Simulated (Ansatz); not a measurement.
SrMg and its elements, a formation energy from the elements

Computed with Ansatz 0.2.0, Python API.

The script reads `srmg_srmg.vasp`:
```text
SrMg
1.0
   4.07018336    0.00000000    0.00000000
  -2.03509168    3.52488219    0.00000000
   0.00000000    0.00000000   11.10989600
Sr Mg
2 2
Direct
   0.66666667    0.33333333    0.16136800
   0.33333333    0.66666667    0.83863200
   0.33333333    0.66666667    0.40849800
   0.66666667    0.33333333    0.59150200
```

Contents of `srmg_sr.extxyz`:
```text
1
Lattice="0.0 3.04235 3.04235 3.04235 0.0 3.04235 3.04235 3.04235 0.0" Properties=species:S:1:pos:R:3 pbc="T T T"
Sr    0.00000000    0.00000000    0.00000000
```

`srmg_mg.extxyz`
```text
2
Lattice="3.2093 0.0 0.0 -1.60465 2.77933533 0.0 0.0 0.0 5.2103" Properties=species:S:1:pos:R:3 pbc="T T T"
Mg   -0.00000000    1.85289022    1.30257500
Mg    1.60465000    0.92644511    3.90772500
```

Typed at the interpreter:
```pycon
>>> from collections import Counter
>>> import warnings
>>> import ansatz as az
>>> from ase.io import read
>>> import numpy as np
>>> def solve(name, crystal):
...     calc = crystal.calculation()
...     calc = calc.scf(tolerance=1e-05, self_checks='high').functional('r2scan')
...     calc = calc.accuracy('medium')
...     calc = calc.basis(600)
...     calc = calc.kpoints(spacing=0.3).occupations('fermi_dirac', width=0.1)
...     calc = calc.stress()
...     calc = calc.relax(force_tolerance=0.03, max_steps=60, cell=True)
...     return calc.run()
...
>>> def counts(outcome):
...     return Counter(site.symbol for site in outcome.lattice.sites)
...
>>> def formation_energy(outcome, mu):
...     n = counts(outcome)
...     return (outcome.report['energy_sigma0_ev'] - sum(k * mu[element] for element, k in n.items())) / sum(n.values())
...
>>> def volume_per_atom(outcome):
...     return abs(np.linalg.det(outcome.lattice.cell_ang)) / len(outcome.lattice.sites)
...
>>> warnings.simplefilter('ignore')
>>> phases = {}
>>> atoms = read('srmg_srmg.vasp', format='vasp')
>>> srmg = az.Crystal.from_ase(atoms)
>>> phases['SrMg'] = srmg
>>> sr = az.Crystal.from_extxyz('srmg_sr.extxyz')
>>> phases['Sr'] = sr
>>> mg = az.Crystal.from_extxyz('srmg_mg.extxyz')
>>> phases['Mg'] = mg
>>> done = {}
>>> for name, crystal in phases.items():
...     done[name] = solve(name, crystal)
...     print(f'{name}: {done[name].report["energy_sigma0_ev"]:.4f} eV, {len(done[name].lattice.sites)} atoms')
...
SrMg: -10962.3571 eV, 4 atoms
Sr: -3555.0953 eV, 1 atoms
Mg: -3852.8393 eV, 2 atoms
>>> # energy of one atom in its reference phase
>>> references = {'Sr': 'Sr', 'Mg': 'Mg'}
>>> mu = {element: done[name].report['energy_sigma0_ev'] / len(done[name].lattice.sites) for element, name in references.items()}
>>> target = done['SrMg']
>>> heat = formation_energy(target, mu)
>>> for element, value in mu.items():
...     print(f'mu({element}) = {value:.4f} eV from {references[element]}, {volume_per_atom(done[references[element]]):.2f} A^3/atom')
...
mu(Sr) = -3555.0953 eV from Sr, 56.87 A^3/atom
mu(Mg) = -1926.4196 eV from Mg, 22.59 A^3/atom
>>> print(f'formation energy of SrMg: {heat:.4f} eV/atom = {96.4853 * heat:.1f} kJ/mol of atoms')
formation energy of SrMg: 0.1682 eV/atom = 16.2 kJ/mol of atoms
```

The formation energy is +0.168 eV an atom (+16.2 kJ per mole of atoms), so SrMg lies above the reference phases.

Notes:
- The settings weren't tested for convergence.
- For the metals among these phases the mesh is modest: differences between phases can be off by up to 40 meV an atom.
- The program warned that this SCF threshold is loose for forces or stresses.
- The cells come from databases of deposited and of computed structures, and not all need be stable phases.
- The compound is the structure given, not necessarily its lowest; energies are at zero temperature, with no correction for gases. A semilocal functional's error on such energies is often 0.05 to 0.1 eV an atom, and 0.1 to 0.3 eV against gases such as O2 or F2.
- The script silences warnings, which a real study should read.
- It ran for 82 s on 1 thread of Arm Neoverse V1, on a shared host, peak memory 1.1 GiB.
